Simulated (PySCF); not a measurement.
# Changing the system itself: HI⁻

One physical setting of the base script is moved in each run, with the edits that it forces.

The runs use PySCF 2.14.0; each script names its method and basis.

4 further runs of the same task are left out: 3 for a known fault of the program, 1 that didn't finish.

### 1 Starting geometry

HI⁻: 2 atoms, charge -1, spin multiplicity 2.

Bond lengths: H1–I2 1.643 Å.

### 2 The base run

The input, input.py:

```python
from pyscf import gto, dft

mol = gto.M(
    atom='H 0 0 0; I 0 0 1.643',
    basis='def2-svp',
    ecp={'I': 'def2-svp'},
    charge=-1,
    spin=1,
    verbose=4,
)
mf = dft.UKS(mol, xc='scan')
mf.kernel()
mf.mulliken_pop()
mf.dip_moment()
print('orbital energies (hartree):', [e[max(0, n-3):n+3].round(4) for e, n in zip(mf.mo_energy, mol.nelec)])
```

On the command line:

```bash
$ OMP_NUM_THREADS=1 python input.py
```

Its log is not repeated here.

It gives: E(SCF) = -298.348722 Eh, 10 cycles, ⟨S²⟩ = 0.753.

The bond length is a typed value, not an optimised one. The dipole of an ion depends on the origin.

### 3 Electric field 0.05 a.u.

Run 1 changes electric field: none → 0.05 a.u.

The input, input.py:

```python
from pyscf import gto, dft

mol = gto.M(
    atom='H 0 0 0; I 0 0 1.643',
    basis='def2-svp',
    ecp={'I': 'def2-svp'},
    charge=-1,
    spin=1,
    verbose=4,
)
mf = dft.UKS(mol, xc='scan')
field = 0.05  # electric field along z, atomic units
h = mf.get_hcore() + field*mol.intor('int1e_r')[2]
mf.get_hcore = lambda *args: h
e_nuc = mol.energy_nuc() - field*mol.atom_charges() @ mol.atom_coords()[:, 2]
mf.energy_nuc = lambda *args: e_nuc
mf.kernel()
mf.mulliken_pop()
mf.dip_moment()
print('orbital energies (hartree):', [e[max(0, n-3):n+3].round(4) for e, n in zip(mf.mo_energy, mol.nelec)])
```

On the command line:

```bash
$ OMP_NUM_THREADS=1 python input.py
```

### 4 Bond 2.465 Å

Run 2 changes bond length: 1.643 Å → 2.465 Å.

input.py, as its differences from that of step 2:

```diff
@@ -3,3 +3,3 @@
 mol = gto.M(
-    atom='H 0 0 0; I 0 0 1.643',
+    atom='H 0 0 0; I 0 0 2.465',
     basis='def2-svp',
```

### 5 Quartet

Run 3 changes spin (2S): 1 → 3.

input.py, as its differences from that of step 2:

```diff
@@ -7,3 +7,3 @@
     charge=-1,
-    spin=1,
+    spin=3,
     verbose=4,
```

### 6 Charge -2 (triplet)

Run 4 changes charge: -1 → -2; spin (2S): 1 → 2.

input.py, as its differences from that of step 2:

```diff
@@ -6,4 +6,4 @@
     ecp={'I': 'def2-svp'},
-    charge=-1,
-    spin=1,
+    charge=-2,
+    spin=2,
     verbose=4,
```

### 7 Electric field -0.01 a.u.

Run 5 changes electric field: none → -0.01 a.u.

input.py, as its differences from that of step 2:

```diff
@@ -11,2 +11,7 @@
 mf = dft.UKS(mol, xc='scan')
+field = -0.01  # electric field along z, atomic units
+h = mf.get_hcore() + field*mol.intor('int1e_r')[2]
+mf.get_hcore = lambda *args: h
+e_nuc = mol.energy_nuc() - field*mol.atom_charges() @ mol.atom_coords()[:, 2]
+mf.energy_nuc = lambda *args: e_nuc
 mf.kernel()
```

**Question.** What will these runs give? Wanted: for each run, E(SCF); from base; gap, α spin.

As calculated:

```
                      run  E(SCF) (hartree)  from base (eV)  cycles  gap, α spin (eV)
                     base       -298.348722               0      10              8.46
 electric field 0.05 a.u.       -298.278541  not comparable      10              8.57
             bond 2.465 Å       -298.395025         -1.2600      10             12.22
                  quartet       -297.911336        +11.9019      11              2.50
      charge -2 (triplet)       -297.779360        +15.4931      12              1.65
electric field -0.01 a.u.       -298.373799  not comparable      10              8.34
```

The highest filled level of this anion is positive: the basis lacks diffuse functions or the electron is not bound, so these numbers hang on the basis. The largest comparable shift of the SCF energy, +11.902 eV, comes with the run “quartet”. The quartet solution found lies 11.90 eV above the base doublet at this geometry and level. At the SCF level, adding an electron (to the triplet) costs 15.49 eV at fixed geometry; correlation, diffuse functions and relaxation can still bind it. With bond 2.465 Å the frontier gap moves by over 1.5 eV, which can mean another electronic state rather than the bond length alone.
